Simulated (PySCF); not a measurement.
# C4H9ClOSi: the cost of one run

The runs use PySCF 2.14.0, with density-fitted response routines of our own; the level of theory stands in each step. All values are computed, except where a source is named. Atoms count from 0, in the outputs and in this text.

## 1. The starting structure

16 atoms, charge 0, multiplicity 1; geometry from: GFN2-xTB.

Bonds of the start (Å): C0–C1 1.32, C1–C2 1.49, C2–Si3 1.91, Si3–O4 1.62, Si3–C5 1.92, C5–Cl6 1.79, C0–H7 1.08, C0–H8 1.08, C1–H9 1.08, C2–H10 1.09, C2–H11 1.09, Si3–H12 1.46, O4–H13 0.96, C5–H14 1.09, C5–H15 1.09.

## 2. TDDFT and polarisability: wB97X-D/def2-SVPD

Job settings and geometry (Å):

```
{"job": {"kind": "uv", "xc": "wB97X-D", "basis": "def2-SVPD", "nstates": 8, "ntriplets": 3}, "charge": 0, "multiplicity": 1}
C     -2.427915     0.389600     0.181444
C     -1.577978    -0.534801    -0.228284
C     -0.501289    -1.126593     0.613763
Si     1.227283    -0.528694     0.079414
O      1.416049    -1.030153    -1.450715
C      1.297256     1.384576     0.137536
Cl     2.786385     1.930859    -0.686684
H     -3.185548     0.797861    -0.465478
H     -2.407043     0.769899     1.190374
H     -1.619618    -0.901076    -1.245065
H     -0.524193    -2.211588     0.520338
H     -0.668219    -0.880287     1.661609
H      2.290555    -1.049644     0.941933
H      2.079110    -0.642429    -2.019344
H      1.340444     1.788349     1.144644
H      0.467121     1.853065    -0.386896
```

With the program's defaults for keys left out, this is: TDDFT wB97X-D/def2-SVPD, vertical, gas phase, core orbitals frozen in the response.

Launch:

```console
OMP_NUM_THREADS=1 python probes_run.py task.json out
```

The driver reads the jobs from task.json and runs them one after another.

**Question.** How long does this job take on 1 thread of Arm Neoverse N1, shared host, and how much memory does it need?

About 85 s, with a peak of 0.96 GiB.
